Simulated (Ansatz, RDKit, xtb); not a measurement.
# C2H8Ge2Si: ranking a sample of isomers, part 2 of 2

A sample of isomers of C2H8Ge2Si is drawn. Aim: find which of them has the lowest free energy at 298.15 K, then its properties. The sample is small against all isomers, and the most stable one of this formula need not be in it.

xtb, Ansatz and PySCF; isolated molecules. The steps go on from the part before.

## Step 10: c856a at MP2/def2-TZVPP

File input.yaml:

```yaml
basis:
  gaussian:
    orbitals: def2-TZVPP
crystal:
  periodic: [false, false, false]
  atoms:
    - {symbol: C, position_ang: [-1.862468, 2.518984, -0.186108]}
    - {symbol: C, position_ang: [-0.891405, 1.784597, -0.224442]}
    - {symbol: Ge, position_ang: [-0.229428, -1.597370, 0.239875]}
    - {symbol: Ge, position_ang: [-1.357191, -1.725701, 2.409006]}
    - {symbol: Si, position_ang: [0.534815, 0.625479, -0.263689]}
    - {symbol: H, position_ang: [-2.715903, 3.172088, -0.153818]}
    - {symbol: H, position_ang: [1.167500, 0.672370, -1.613638]}
    - {symbol: H, position_ang: [1.540234, 1.054840, 0.751044]}
    - {symbol: H, position_ang: [-1.197660, -2.071768, -0.868963]}
    - {symbol: H, position_ang: [0.982226, -2.561322, 0.238216]}
    - {symbol: H, position_ang: [-2.619325, -0.838794, 2.416244]}
    - {symbol: H, position_ang: [-0.411174, -1.243510, 3.529966]}
    - {symbol: H, position_ang: [-1.775259, -3.180662, 2.713957]}
correlation:
  method: mp2
  frozen_orbitals: {Si: 5, C: 1, H: 0, Ge: 9}
```

The run is started by

```
$ ansatz run input.yaml --threads 2 --pin off --max-ram 5220MiB --events-out events.jsonl --progress --plain --runs-dir runs
```

What it wrote:

```text
Warning: RAYON_NUM_THREADS=2 ignored (pool sized by the plan → 2); use --threads N
Functional definition: HF
  name "HF"
  exchange = exact_x
  correlation = 0
1874 factors; integrals over basis functions are off by at most 9.4e-4 eV
mean field evaluation 1: about -122993.3135 eV, gradient 3.0e1 eV
mean field evaluation 2: about -122993.6085 eV, gradient 3.0e1 eV
mean field evaluation 4: about -122996.7990 eV, gradient 3.9e0 eV
mean field evaluation 8: about -122996.8544 eV, gradient 2.3e-1 eV
mean field -122996.85470742 eV, -4520.0510402353 hartree, gradient 2.0e-6 eV, S^2 0.000000; 0 other end points of the search recorded, 0 dependent functions left out
25 core orbitals not correlated: weight in the atoms' cores, before any rotation towards them, 1.000 or more for the frozen orbitals, at most 0.000 for the correlated occupied ones
reference -122996.85470742 eV, -4520.0510402353 hartree; 24, 24 occupied and 263, 263 virtual orbitals, 1874 factors
second order -25.82387663 eV of doubles, -0.00000000 eV of singles
Total energy: -123022.67858405 eV, -4521.0000501974 hartree
```

Run time: 42 s. Hardware: 2 threads of AMD EPYC (Zen 3), shared host; peak memory 1 GiB.

## Step 11: c750a at CCSD(T)/def2-SVP

File input.yaml:

```yaml
crystal:
  periodic: [false, false, false]
  atoms:
    - {symbol: C, position_ang: [-2.932574, -1.890094, -0.498052]}
    - {symbol: C, position_ang: [-1.878021, -1.498726, -0.029209]}
    - {symbol: Ge, position_ang: [0.579230, 0.831831, -0.786170]}
    - {symbol: Ge, position_ang: [-0.750524, 0.012514, 2.883543]}
    - {symbol: Si, position_ang: [-0.310602, -0.851735, 0.682754]}
    - {symbol: H, position_ang: [-3.860719, -2.241016, -0.911786]}
    - {symbol: H, position_ang: [0.666894, -1.976510, 0.785613]}
    - {symbol: H, position_ang: [1.912684, 1.375776, -0.226770]}
    - {symbol: H, position_ang: [-0.410440, 2.008962, -0.914646]}
    - {symbol: H, position_ang: [0.838358, 0.249132, -2.191644]}
    - {symbol: H, position_ang: [-1.765675, 1.172578, 2.810676]}
    - {symbol: H, position_ang: [-1.325220, -1.089584, 3.798504]}
    - {symbol: H, position_ang: [0.553678, 0.545920, 3.517146]}
basis:
  gaussian:
    orbitals: def2-SVP
correlation:
  method: ccsd_t
  frozen_orbitals: {Si: 5, C: 1, H: 0, Ge: 9}
```

The run is started by

```
$ ansatz run input.yaml --threads 2 --pin off --max-ram 5220MiB --events-out events.jsonl --progress --plain --runs-dir runs
```

What it wrote, shortened:

```text
Warning: RAYON_NUM_THREADS=2 ignored (pool sized by the plan → 2); use --threads N
[... 2 set-up lines as earlier in the session ...]
[...]
1499 factors; integrals over basis functions are off by at most 1.4e-3 eV
[...]
mean field -122977.08842042 eV, -4519.3246425862 hartree, gradient 1.5e-6 eV, S^2 0.000000; 0 other end points of the search recorded, 0 dependent functions left out
25 core orbitals not correlated: weight in the atoms' cores, before any rotation towards them, 1.000 or more for the frozen orbitals, at most 0.000 for the correlated occupied ones
reference -122977.08842042 eV, -4519.3246425862 hartree; 24, 24 occupied and 101, 101 virtual orbitals, 1499 factors
second order -22.27130359 eV of doubles, -0.00000000 eV of singles
cycle   1  -22.51571817 eV  change   -2.4e-1 eV  update   1.3e-1
[...]
cycle   9  -23.53338619 eV  change   -3.5e-5 eV  update   1.6e-5
perturbative correction -0.83187098 eV, -0.0305706947 hartree
Total energy: -123001.45367760 eV, -4520.2200492719 hartree
```

It took 1.9 min on 2 threads of AMD EPYC (Zen 3), shared host; peak memory 1.2 GiB.

## Step 12: The ranking

Energies in kcal/mol from c856a; G adds the thermal terms to the CCSD(T)/def2-SVP + MP2/def2-TZVPP - MP2/def2-SVP energy. The columns left of the relaxed level are at the tight-binding geometries.

```tsv
label	SMILES	spin	GFN2-xTB	HF/STO-3G	r2SCAN-D4/def2-SVP	B3LYP/def2-SVP	HF/def2-SVP	MP2/def2-SVP	CCSD(T)/def2-SVP + MP2/def2-TZVPP - MP2/def2-SVP	G	share at equilibrium	T1
c856a	C#C[SiH2][GeH2][GeH3]	singlet	0.0	0.0	0.0	0.0	0.0	0.0	0.0	0.0	98.8 %	0.012
c750a	C#C[SiH]([GeH3])[GeH3]	singlet	6.9	2.1	3.7	3.6	4.0	3.4	3.7	3.0	0.6 %	0.012
c259a	C#[C][Ge@@H]([SiH3])[GeH3]	singlet	-0.8	0.4	4.7	4.6	4.4	3.9	3.3	3.1	0.6 %	0.012
c742a	C#[C][GeH2][SiH2][GeH3]	singlet	5.5	2.5	7.7	7.8	7.4	7.3	7.1	7.5	< 0.1 %	0.012
```

Lowest found: c856a, `C#C[SiH2][GeH2][GeH3]`, a singlet. Bond lengths: C1–C2 1.218 Å, Ge3–Ge4 2.448 Å, C2–Si5 1.838 Å, Ge3–Si5 2.404 Å, C1–H6 1.075 Å, Si5–H7 1.492 Å, Si5–H8 1.492 Å, Ge3–H9 1.547 Å, Ge3–H10 1.548 Å, Ge4–H11 1.543 Å, Ge4–H12 1.544 Å, Ge4–H13 1.544 Å. Some angles: C1–C2–Si5 177.9°, Ge4–Ge3–Si5 112.4°, C2–Si5–Ge3 109.4°, C2–C1–H6 179.7°, Ge3–Ge4–H11 110.5°, Ge3–Ge4–H12 110.2°, Ge3–Ge4–H13 110.4°, Ge4–Ge3–H9 109.3°, Ge4–Ge3–H10 109.2°, Si5–Ge3–H9 109.4°.

```xyz
13

C    -1.8625    2.5190   -0.1861
C    -0.8914    1.7846   -0.2244
Ge   -0.2294   -1.5974    0.2399
Ge   -1.3572   -1.7257    2.4090
Si    0.5348    0.6255   -0.2637
H    -2.7159    3.1721   -0.1538
H     1.1675    0.6724   -1.6136
H     1.5402    1.0548    0.7510
H    -1.1977   -2.0718   -0.8690
H     0.9822   -2.5613    0.2382
H    -2.6193   -0.8388    2.4162
H    -0.4112   -1.2435    3.5300
H    -1.7753   -3.1807    2.7140
```

## Step 13: Results

What follows sums up all 2 parts.

| quantity | value |
| --- | --- |
| lowest structure found | C#C[SiH2][GeH2][GeH3], singlet |
| next finalist | C#C[SiH]([GeH3])[GeH3], singlet, 3.0 kcal/mol higher in G |
| share at equilibrium, among the finalists | 98.8 % |
| funnel | 6 starts, 6 minima at GFN2-xTB from these starts (8 with those found later), 8 screening runs, 4 relaxed, 4 ranked |
| CPU time of all runs | 37 min |

In words: The lowest structure found is `C#C[SiH2][GeH2][GeH3]`. Among the finalists first place is clear (3.0 kcal/mol); structures outside the list aren't covered. HF/STO-3G, r2SCAN-D4/def2-SVP, B3LYP/def2-SVP, HF/def2-SVP and MP2/def2-SVP already put its bonding pattern lowest among the structures in one piece; GFN2-xTB favours the singlet C#[C][Ge@@H]([SiH3])[GeH3]. The largest share of the time went into the final energies (54 % of the CPU time that the search's summary counts). The search is not exhaustive (a finite list of starts, one conformer a finalist), so a lower isomer can't be ruled out. Only 4 drawn patterns were tried, so whole families of isomers are missing, and the result ranks this sample alone.
